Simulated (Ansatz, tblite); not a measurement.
# The cluster Ge2F5−: a ladder of methods and basis sets

Aim: run the singlet of the cluster Ge2F5− at one geometry on many levels, and compare frontier levels, spin and run time.

Computed with Ansatz 0.2.0, Gaussian basis. Level: as each input shows.

The runs, in order: GFN1-xTB, GFN2-xTB, PBE-D4/def2-TZVPD, r2SCAN-D4/def2-TZVPD, BHLYP-D4/def2-TZVPD, B97M-V/def2-TZVPD, HSE06-D4/def2-TZVPD, PBE-D4/def2-SVPD, PBE0-D4/def2-SVPD, HF/STO-3G, HF/6-31G, B3LYP-D4/6-31G, MP2/def2-TZVPD, RPA/def2-TZVPD.

3 further runs of the same task are left out: 3 set aside as unsound or not needed. Runs told in other sessions of the task aren't counted.

### 1 The geometry

The singlet was relaxed beforehand with PBE0-D4/def2-SVPD. At that level it is the lowest of the isomers that a small search found.

7 atoms, charge -1, spin multiplicity 1.

Bond lengths: Ge1–F3 1.964 Å, Ge1–F4 1.808 Å, Ge1–F7 1.808 Å, Ge2–F3 2.011 Å, Ge2–F5 1.810 Å, Ge2–F6 1.809 Å. Angles: F3–Ge1–F4 92.2°, F3–Ge1–F7 92.1°, F4–Ge1–F7 95.3°, F3–Ge2–F5 90.6°, F3–Ge2–F6 90.8°, F5–Ge2–F6 95.0°, Ge1–F3–Ge2 138.8°.

The ion is computed in the gas phase, without counter-ions or solvent.

PBE0-D4/def2-TZVPD was run before; its log isn't repeated, and its numbers join the tables.

### 2 GFN1-xTB

Tight binding, by tblite at 300 K electronic temperature and without a spin-polarisation term:

```python
tblite.interface.Calculator('GFN1-xTB', numbers, positions, charge=-1, uhf=0).singlepoint()
```

Energy -800.6233 eV, HOMO -5.66 eV, LUMO -1.21 eV; 0.006 s.

### 3 GFN2-xTB

Tight binding, by tblite at 300 K electronic temperature and without a spin-polarisation term:

```python
tblite.interface.Calculator('GFN2-xTB', numbers, positions, charge=-1, uhf=0).singlepoint()
```

Energy -766.0775 eV, HOMO -6.94 eV, LUMO -0.41 eV; 0.005 s.

### 4 PBE-D4/def2-TZVPD

start.molden holds the orbitals of an earlier run on this state, given as this run's starting guess.

Contents of in.yaml:

```yaml
crystal:
  periodic: [false, false, false]
  atoms:
    - {symbol: Ge, position_ang: [-1.345103, -1.601833, 0.002525]}
    - {symbol: Ge, position_ang: [0.956082, 1.319609, 0.116136]}
    - {symbol: F, position_ang: [0.198720, -0.464146, -0.421481]}
    - {symbol: F, position_ang: [-1.036443, -1.476789, 1.779867]}
    - {symbol: F, position_ang: [2.617714, 0.609049, 0.209623]}
    - {symbol: F, position_ang: [1.093033, 1.813353, -1.619019]}
    - {symbol: F, position_ang: [-2.484002, -0.199252, -0.067652]}
basis:
  gaussian: {orbitals: def2-TZVPD, initial_orbitals: start.molden}
total_charge: -1
hamiltonian: {xc: pbe, dispersion: d4}
scf: {omitted_lower_state_checks: [starts]}
output: {orbitals: {seedname: orbitals}}
```

Started as:

```console
$ ansatz run in.yaml --threads 4 --pin off --events-out ev --progress --plain --max-ram 4787MiB
```

After this run come: r2SCAN-D4/def2-TZVPD; BHLYP-D4/def2-TZVPD; B97M-V/def2-TZVPD; HSE06-D4/def2-TZVPD; PBE-D4/def2-SVPD; PBE0-D4/def2-SVPD; HF/STO-3G; HF/6-31G; B3LYP-D4/6-31G; MP2/def2-TZVPD; RPA/def2-TZVPD.

**Question.** What will the summary of the whole plan be? Wanted: gap in def2-TZVPD, named functionals, smallest and largest; correlation energy, MP2/def2-TZVPD; PBE0 total energy, smallest basis above largest.

**Answer**, as computed:

| quantity | value |
| --- | --- |
| gap in def2-TZVPD, named functionals, smallest and largest | 4.66 eV (PBE-D4), 8.33 eV (BHLYP-D4) |
| correlation energy, MP2/def2-TZVPD | -47.97 eV |
| PBE0 total energy, smallest basis above largest | 30.07 eV (def2-SVPD, def2-TZVPD) |

Orbital gaps of the named functionals in def2-TZVPD span 4.66 eV (PBE-D4) to 8.33 eV (BHLYP-D4); exact exchange widens it.
